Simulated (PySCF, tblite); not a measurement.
**C₇H₁₁ radical: geometry, infrared bands and EPR parameters**

Aim: predict the infrared bands and EPR parameters of C₇H₁₁ radical (`C[C@@H]1[C@H]2[CH]CC[C@@H]12`).

The runs use tblite 0.8.0 and PySCF 2.14.0, with density-fitted response routines of our own; the level of theory stands in each step. All values are computed, except where a source is named. Atoms count from 0, in the outputs and in this text.

## Step 1: The starting structure

18 atoms, charge 0, multiplicity 2; geometry from: force field or distance geometry start.

Bonds of the start (Å): C0–C1 1.50, C1–C2 1.50, C2–C3 1.47, C3–C4 1.51, C4–C5 1.53, C5–C6 1.51, C6–C1 1.51, C6–C2 1.50, C0–H7 1.10, C0–H8 1.09, C0–H9 1.09, C1–H10 1.08, C2–H11 1.08, C3–H12 1.07, C4–H13 1.08, C4–H14 1.10, C5–H15 1.11, C5–H16 1.09, C6–H17 1.08.

## Step 2: Optimising the geometry with GFN2-xTB

What the job is given:

```
{"job": {"kind": "relax", "xc": "GFN2-xTB", "basis": "xTB"}, "charge": 0, "multiplicity": 2}
C      2.414200    -0.016700    -0.717700
C      0.914500    -0.094200    -0.652800
C      0.149300     0.975200     0.066200
C     -1.265500     1.180800    -0.271900
C     -2.091500    -0.038200     0.056100
C     -1.128800    -1.013100     0.738800
C      0.246000    -0.389900     0.670200
H      2.845500     0.427700     0.193100
H      2.837900    -1.015600    -0.850200
H      2.701000     0.602000    -1.565200
H      0.501000    -0.536400    -1.546700
H      0.656300     1.794500     0.545400
H     -1.655100     2.064200    -0.731500
H     -2.927500     0.215200     0.698000
H     -2.489300    -0.463400    -0.872300
H     -1.422400    -1.151300     1.799600
H     -1.136400    -1.991100     0.260200
H      0.842100    -0.543300     1.562400
```

On the command line:

```bash
> OMP_NUM_THREADS=1 python probes_run.py task.json out
```

This one command runs all jobs of the session in turn.

**Question.** This job is followed by: GFN2-xTB harmonic vibrations, gas phase; UKS B3LYP, pcH-1 on C H, non-relativistic, mean-field spin-orbit, GIAO. Predict these results of the whole session: strongest single infrared mode (GFN2-xTB); zero-point energy (GFN2-xTB); g(iso) (B3LYP); ⟨S²⟩; largest a(iso) (averaged by class); potential on the surface of density 0.002 e/bohr³, 1st and 99th percentile.

The runs gave:

| quantity | value |
| --- | --- |
| strongest single infrared mode (GFN2-xTB) | 3067 cm⁻¹, 88 km/mol |
| zero-point energy (GFN2-xTB) | 98.5 kcal/mol |
| g(iso) (B3LYP) | 2.00265 |
| ⟨S²⟩ | 0.755 (exact 0.75) |
| largest a(iso) (averaged by class) | 1H on H14, 124.1 MHz |
| potential on the surface of density 0.002 e/bohr³, 1st and 99th percentile | -0.57 V and 0.60 V |

What this shows: Relaxing lowered the energy by 0.171 eV in 60 steps; the close pair that moved most is C1–C2, from 1.499 to 1.537 Å. All 48 modes are real, so the xTB geometry is a minimum. The strongest single mode, at 3067 cm⁻¹, moves mainly H17. Unscaled tight-binding wavenumbers are off by several per cent, some by more. Its intensities can rank the bands wrongly. C3 carries the largest spin population, 0.97 e. The isotropic g lies 0.3 ppt above the free-electron value. The conformer search found further structures of the same energy, which may be mirror or relabelled copies of this one.
